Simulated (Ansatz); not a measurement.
# MnPt: the cost of one run

Program: Ansatz 0.2.0. Level of theory: DFT PBEsol, scalar-relativistic, plane waves, PAW. These are calculated values, not measurements.

2 further runs of the same task are left out: 2 set aside as unsound or not needed. Runs told in other sessions of the task aren't counted.

## (1) Starting point

The structure is tetragonal, space group P4/mmm (No. 123). Conventional cell: a = 2.876 Å, b = 2.876 Å, c = 3.488 Å, α = 90.00°, β = 90.00°, γ = 90.00°. Mn (site symmetry 4/mmm) has 8 Pt at 2.68 Å and 4 Mn at 2.88 Å in its first shell of neighbours. Around Pt (site symmetry 4/mmm) lie 8 Mn at 2.68 Å and 4 Pt at 2.88 Å.

As a file:

```cif
data_structure
_symmetry_space_group_name_H-M 'P 1'
_symmetry_Int_Tables_number 1
_cell_length_a 4.0674
_cell_length_b 4.0674
_cell_length_c 4.5208
_cell_angle_alpha 116.734
_cell_angle_beta 116.734
_cell_angle_gamma 90.000
_cell_volume 57.70
loop_
_atom_site_label
_atom_site_type_symbol
_atom_site_fract_x
_atom_site_fract_y
_atom_site_fract_z
_atom_site_occupancy
Mn1 Mn 0.50000 0.50000 0.00000 1
Mn2 Mn 0.00000 0.00000 0.00000 1
Pt1 Pt 0.25000 0.75000 0.50000 1
Pt2 Pt 0.75000 0.25000 0.50000 1
```

It is built from the cell relaxed beforehand with the same method (14.43 Å³/atom).

## (2) Zero of the scan

Input file input.yaml:

```yaml
crystal:
  lattice:
    - [2.8760784365, 2.8760784365, 0.0]
    - [2.8760784365, -2.8760784365, 0.0]
    - [-2.8760784365, 0.0, -3.4879304827]
  atoms:
    - { symbol: Mn, position: [0.5, 0.5, 0.0], spin: 4.12 }
    - { symbol: Mn, position: [0.0, 0.0, 0.0], spin: 4.12 }
    - { symbol: Pt, position: [0.25, 0.75, 0.5], spin: 0.48 }
    - { symbol: Pt, position: [0.75, 0.25, 0.5], spin: 0.48 }
basis:
  ecutwfc: 420
kpoints:
  mp_grid: { grid: [18, 18, 18] }
hamiltonian:
  xc: pbesol
scf:
  occupations: { method: gaussian, width: 0.15 }
output:
  forces: true
  stress: true
  eigenvalues: true
  populations: true
magnetization:
  spin_polarized: true
```

The run is started by

```sh
$ ansatz run input.yaml --threads 2 --pin off --max-ram 5120MiB --backend cpu --events-out ev --progress --plain --runs-dir out
```

**Question.** How long does this run take on 2 threads of AMD EPYC 9R45 (Zen 5), shared host, and how much memory does it need?

About 29 s, with a peak of 1.8 GiB.
